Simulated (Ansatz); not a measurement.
**C3H9GeN: up Jacob's ladder to CCSD(T)**

The task here is to estimate one member of a computed series from the others.

The runs use Ansatz 0.2.0, Gaussian basis; functionals in def2-TZVPP, the program's frozen cores in correlated methods.

Levels to be run: LDA (SPW92), PBE-D4, revPBE-D4, BLYP-D4, r2SCAN-D4, B97M-V, PBE0-D4, B3LYP-D4, r2SCANh-D4, r2SCAN0-D4, HSE06-D4, BHLYP-D4, CAM-B3LYP-D4, LC-ωPBE, ωB97X-V, ωB97M-V, B2PLYP, PBE-QIDH; CCSD(T)/def2-SVP; CCSD(T)/def2-TZVPP; MP2/def2-QZVPP; extrapolation to the limit; RPA on PBE.

### The geometry

An earlier PBE0-D4 in a triple-zeta def2 set relaxation fixed the geometry.

SMILES `C=CC[NH][GeH3]`, 14 atoms, charge 0, spin multiplicity 1.

Atoms are counted from 1 here; the program's logs count them from 0.

Bond lengths: C1–C2 1.325 Å, C1–H6 1.084 Å, C1–H7 1.086 Å, C2–C3 1.493 Å, C2–H8 1.088 Å, C3–N4 1.453 Å, C3–H9 1.098 Å, C3–H10 1.101 Å, N4–Ge5 1.839 Å, N4–H11 1.011 Å, Ge5–H12 1.549 Å, Ge5–H13 1.535 Å, Ge5–H14 1.537 Å. Angles: C2–C1–H6 121.8°, C2–C1–H7 121.2°, H6–C1–H7 117.0°, C1–C2–C3 124.3°, C1–C2–H8 120.3°, C3–C2–H8 115.4°, C2–C3–N4 110.6°, C2–C3–H9 108.9°, C2–C3–H10 109.1°, N4–C3–H9 107.7°, N4–C3–H10 113.9°, H9–C3–H10 106.5°, C3–N4–Ge5 118.6°, C3–N4–H11 111.0°, Ge5–N4–H11 113.6°, N4–Ge5–H12 113.3°, N4–Ge5–H13 107.1°, N4–Ge5–H14 106.8° and more.

As a file:

```
C     0.0204    0.5968   -2.6287
C    -0.5770    0.0932   -1.5584
C    -0.2264    0.4527   -0.1519
N     0.1304   -0.7348    0.6064
Ge    0.2589   -0.6045    2.4365
H    -0.2650    0.3038   -3.6324
H     0.8171    1.3294   -2.5367
H    -1.3627   -0.6508   -1.6679
H    -1.1044    0.9037    0.3290
H     0.5566    1.2271   -0.1617
H     0.9108   -1.2158    0.1793
H     1.2746    0.4671    2.9033
H     0.6890   -1.9829    2.9579
H    -1.1349   -0.2140    2.9542
```

The first run:

Input file in.yaml:

```yaml
crystal:
  periodic: [false, false, false]
  atoms:
    - {symbol: C, position_ang: [0.020435, 0.596802, -2.628725]}
    - {symbol: C, position_ang: [-0.577022, 0.093204, -1.558366]}
    - {symbol: C, position_ang: [-0.226440, 0.452671, -0.151863]}
    - {symbol: N, position_ang: [0.130431, -0.734844, 0.606383]}
    - {symbol: Ge, position_ang: [0.258855, -0.604474, 2.436538]}
    - {symbol: H, position_ang: [-0.265001, 0.303828, -3.632372]}
    - {symbol: H, position_ang: [0.817052, 1.329376, -2.536687]}
    - {symbol: H, position_ang: [-1.362749, -0.650849, -1.667889]}
    - {symbol: H, position_ang: [-1.104398, 0.903670, 0.328957]}
    - {symbol: H, position_ang: [0.556638, 1.227124, -0.161657]}
    - {symbol: H, position_ang: [0.910762, -1.215768, 0.179251]}
    - {symbol: H, position_ang: [1.274550, 0.467140, 2.903317]}
    - {symbol: H, position_ang: [0.689027, -1.982937, 2.957856]}
    - {symbol: H, position_ang: [-1.134940, -0.214043, 2.954154]}
basis:
  gaussian: {orbitals: def2-TZVPP}
hamiltonian: {xc: lda}
output: {orbitals: {seedname: orbitals}}
```

Run with:

```
> ansatz run in.yaml --threads 4 --pin off --events-out ev --progress --plain --max-ram 11315MiB
```

Among the steps run: LDA; PBE-D4 (GGA); revPBE-D4 (GGA); BLYP-D4 (GGA); r2SCAN-D4 (meta-GGA); B97M-V (meta-GGA); PBE0-D4 (hybrid); B3LYP-D4 (hybrid); r2SCANh-D4 (hybrid); r2SCAN0-D4 (hybrid); HSE06-D4 (hybrid); BHLYP-D4 (hybrid); CAM-B3LYP-D4 (range-separated); LC-ωPBE (range-separated); ωB97X-V (range-separated); ωB97M-V (range-separated); B2PLYP (double hybrid); PBE-QIDH (double hybrid).

One of the session's tables, all rows but one given; the rest of the session is left out.

It belongs to the step «Orbital energies across the functionals». 

| functional | HOMO (eV) | gap (eV) |
| --- | --- | --- |
| LDA (SPW92) | -5.53 | 4.28 |
| PBE-D4 | -5.41 | 4.41 |
| revPBE-D4 | -5.36 | 4.46 |
| BLYP-D4 | ? | ? |
| r2SCAN-D4 | -5.68 | 4.94 |
| B97M-V | -5.86 | 5.11 |
| PBE0-D4 | -6.77 | 6.78 |
| B3LYP-D4 | -6.55 | 6.31 |
| r2SCANh-D4 | -6.19 | 5.81 |
| r2SCAN0-D4 | -6.96 | 7.12 |
| HSE06-D4 | -6.37 | 5.99 |
| BHLYP-D4 | -8.05 | 9.07 |
| CAM-B3LYP-D4 | -8.15 | 9.24 |
| LC-ωPBE | -9.50 | 11.80 |
| ωB97X-V | -9.17 | 11.33 |
| ωB97M-V | -9.09 | 11.02 |

**Question.** Estimate the row for BLYP-D4.

Worked estimate for «HOMO (eV)». Against the share of exact exchange, B3LYP-D4 (0.2, -6.55), BHLYP-D4 (0.5, -8.05) give a slope of -5.00 per unit share; at 0 the line stands at -5.55.

As computed: HOMO (eV): -5.30; gap (eV): 4.43. In «HOMO (eV)» the line misses by -0.25.
